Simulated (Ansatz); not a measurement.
**CH₃ClO₃W: basis-set convergence**

An exercise on one series of results from a longer session: the logs are not shown, and one member is left open.

The runs use Ansatz 0.2.0, Gaussian basis; one geometry, several basis sets.

Levels to be run: PBE0-D4/def2-SVP; ωB97M-V/def2-SVP; PBE0-D4/def2-QZVPP; ωB97M-V/def2-QZVPP; the functionals' def2-TZVPP values are taken from earlier runs.

## The geometry

The geometry comes from an earlier relaxation with PBE0-D4 in a triple-zeta def2 set; it is a stationary point, not always the lowest conformer. W takes the def2 core potential; no spin-orbit term is included.

SMILES `C[O][W](=[O])(=[O])[Cl]`, 9 atoms, charge 0, spin multiplicity 1.

Atoms are counted from 1 here; the program's logs count them from 0.

Bond lengths: C1–O2 1.407 Å, C1–H7 1.091 Å, C1–H8 1.092 Å, C1–H9 1.092 Å, O2–W3 1.843 Å, W3–O4 1.701 Å, W3–O5 1.701 Å, W3–Cl6 2.272 Å. Angles: O2–C1–H7 108.2°, O2–C1–H8 110.0°, O2–C1–H9 109.9°, H7–C1–H8 109.4°, H7–C1–H9 109.4°, H8–C1–H9 109.8°, C1–O2–W3 146.2°, O2–W3–O4 109.3°, O2–W3–O5 109.3°, O2–W3–Cl6 111.3°, O4–W3–O5 106.8°, O4–W3–Cl6 110.0°, O5–W3–Cl6 110.0°.

Set-up of the first run:

in.yaml reads:

```yaml
crystal:
  periodic: [false, false, false]
  atoms:
    - {symbol: C, position_ang: [0.131665, -1.237515, 1.063711]}
    - {symbol: O, position_ang: [-0.241727, -0.006030, 0.495944]}
    - {symbol: W, position_ang: [-0.110255, 1.110226, -0.964138]}
    - {symbol: O, position_ang: [-0.641207, 0.283086, -2.352460]}
    - {symbol: O, position_ang: [1.523816, 1.505597, -1.223612]}
    - {symbol: Cl, position_ang: [-1.332138, 3.003405, -0.670716]}
    - {symbol: H, position_ang: [-0.342158, -1.319198, 2.043248]}
    - {symbol: H, position_ang: [-0.204864, -2.059330, 0.427672]}
    - {symbol: H, position_ang: [1.216869, -1.280242, 1.180351]}
basis:
  gaussian: {orbitals: def2-SVP}
hamiltonian: {xc: pbe0, dispersion: d4}
output: {orbitals: {seedname: orbitals}}
```

Launch:

```
$ ansatz run in.yaml --threads 4 --pin off --events-out ev --progress --plain --max-ram 11315MiB
```

Steps of the session up to this table: PBE0-D4 in def2-SVP; ωB97M-V in def2-SVP; PBE0-D4 in def2-QZVPP; ωB97M-V in def2-QZVPP.

One of the session's tables, all rows but one given; the rest of the session is left out.

It belongs to the step «Functionals by basis». 

| functional | basis | HOMO (eV) | LUMO (eV) |
| --- | --- | --- | --- |
| PBE0-D4 | def2-SVP | ? | ? |
| PBE0-D4 | def2-TZVPP | -9.06 | -2.17 |
| PBE0-D4 | def2-QZVPP | -9.08 | -2.20 |
| ωB97M-V | def2-SVP | -11.44 | -0.02 |
| ωB97M-V | def2-TZVPP | -11.42 | -0.08 |
| ωB97M-V | def2-QZVPP | -11.45 | -0.13 |

**Question.** Estimate the row for PBE0-D4, def2-SVP.

As computed: HOMO (eV): -9.08; LUMO (eV): -2.12.
